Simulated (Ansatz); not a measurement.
# InH3+ (doublet): from Hartree-Fock to the top rungs at distance In1–H3 = 4.482 Å, def2-SVP

Aim: climb from Hartree-Fock through coupled cluster and multireference methods for InH3+ (doublet) at one geometry and basis, and see what each rung misses.

The runs use Ansatz 0.2.0, Gaussian basis; def2-SVP, core rule «outside noble gas», up to 9 orbitals frozen.

To be run: UHF; CCSD(T) on ROHF; CCSD(T) on UHF; BCCD(T) on ROHF; CISD; CCSDT(Q) on ROHF; CCSDT(Q) on UHF; CASSCF and MRCISD+Q, 3 electrons in 3 orbitals; CASSCF and NEVPT2, 3 electrons in 3 orbitals; CASSCF and MRCISD+Q, 5 electrons in 7 orbitals; CASSCF and NEVPT4(SD), 5 electrons in 7 orbitals; CASSCF and NEVPT2, 5 electrons in 7 orbitals; Full CI.

39 further runs of the same task are left out: 21 for a known fault of the program, 15 that didn't finish, 3 set aside as unsound or not needed.

**1. What is computed**

The geometry derives from a PBE0/def2-TZVP stationary point (not a proven minimum). One bond is set to the value named and the two fragments are kept rigid. No spin-orbit coupling is included. Elements past krypton take def2 core potentials.

4 atoms, charge 1, spin multiplicity 2.

Atoms are counted from 1 here; the program's logs count them from 0.

Bond lengths: In1–H4 1.668 Å.

**2. UHF**

Input file in.yaml:

```yaml
crystal:
  periodic: [false, false, false]
  atoms:
    - {symbol: In, position_ang: [0.000000, -0.016980, 0.024550]}
    - {symbol: H, position_ang: [0.000000, 2.334859, -0.044438]}
    - {symbol: H, position_ang: [0.000000, -0.354102, -4.444754]}
    - {symbol: H, position_ang: [0.000000, -0.046526, 1.692672]}
basis:
  gaussian: {orbitals: def2-SVP}
total_charge: 1
magnetization: {spin_polarized: true, initial_magnetization: 1}
hamiltonian: {xc: hf}
output: {orbitals: {seedname: orbitals}}
```

Run with:

```console
ansatz run in.yaml --threads 1 --pin off --events-out ev --progress --plain --max-ram 2393MiB
```

The runs that follow: CCSD(T) on ROHF; CCSD(T) on UHF; BCCD(T) on ROHF; CISD; CCSDT(Q) on ROHF; CCSDT(Q) on UHF; CASSCF and MRCISD+Q, 3 electrons in 3 orbitals; CASSCF and NEVPT2, 3 electrons in 3 orbitals; CASSCF and MRCISD+Q, 5 electrons in 7 orbitals; CASSCF and NEVPT4(SD), 5 electrons in 7 orbitals; CASSCF and NEVPT2, 5 electrons in 7 orbitals; Full CI.

Before running them: what should the planned runs give, taken together? Wanted: FCI below the RHF energy; RMP2 from FCI; UMP2 from FCI; RCCSD from FCI; RCCSD(T) from FCI; UCCSD(T) from FCI; RCCSDT(Q) from FCI; UCCSDT(Q) from FCI; NEVPT2 pair from FCI.

The runs gave:

```
                         quantity                                                                                                                                      value
         FCI below the RHF energy                                                                                                                                 -2.6730 eV
                    RMP2 from FCI                                                                                                                                +1057.5 meV
                    UMP2 from FCI                                                                                                                                 +582.4 meV
                   RCCSD from FCI                                                                                                                                  +93.1 meV
                RCCSD(T) from FCI                                                                                                                                  +17.1 meV
                UCCSD(T) from FCI                                                                                                                                  +94.7 meV
               RCCSDT(Q) from FCI                                                                                                                                   -0.2 meV
               UCCSDT(Q) from FCI                                                                                                                                  +16.6 meV
             NEVPT2 pair from FCI                                                                                                                                 +363.7 meV
           MRCISD+Q pair from FCI                                                                                                                                  -22.8 meV
          NEVPT2 valence from FCI                                                                                                                                 +100.9 meV
levels within 1 kcal/mol (43 meV)  RCCSD(T), BCCD(T), RCCSDT, UCCSDT, RCCSDT(Q), UCCSDT(Q), MRCISD pair, MRCISD+Q pair, NEVPT4(SD) valence, MRCISD valence, MRCISD+Q valence
                    T1 diagnostic                                                                                                                                      0.059
   effectively unpaired electrons                                                                                                                                       1.67
```

RCCSD(T) lands +17.1 meV from the yardstick (0.6 % of the correlation energy). CCSD(T) misses by +17.1 meV on the restricted determinant and by +94.7 meV on the unrestricted one; the two need not hold the same state or core. MRCISD+Q pair, MRCISD valence, MRCISD+Q valence fall below full CI, which methods that aren't variational can do. The occupations show some static correlation. Of the multireference levels listed NEVPT4(SD) valence comes nearest in total energy (+1.2 meV), which doesn't show that its space is the better one. These misses are within one basis, not against nature; the frozen cores of restricted and unrestricted runs differ, which can shift their rows.
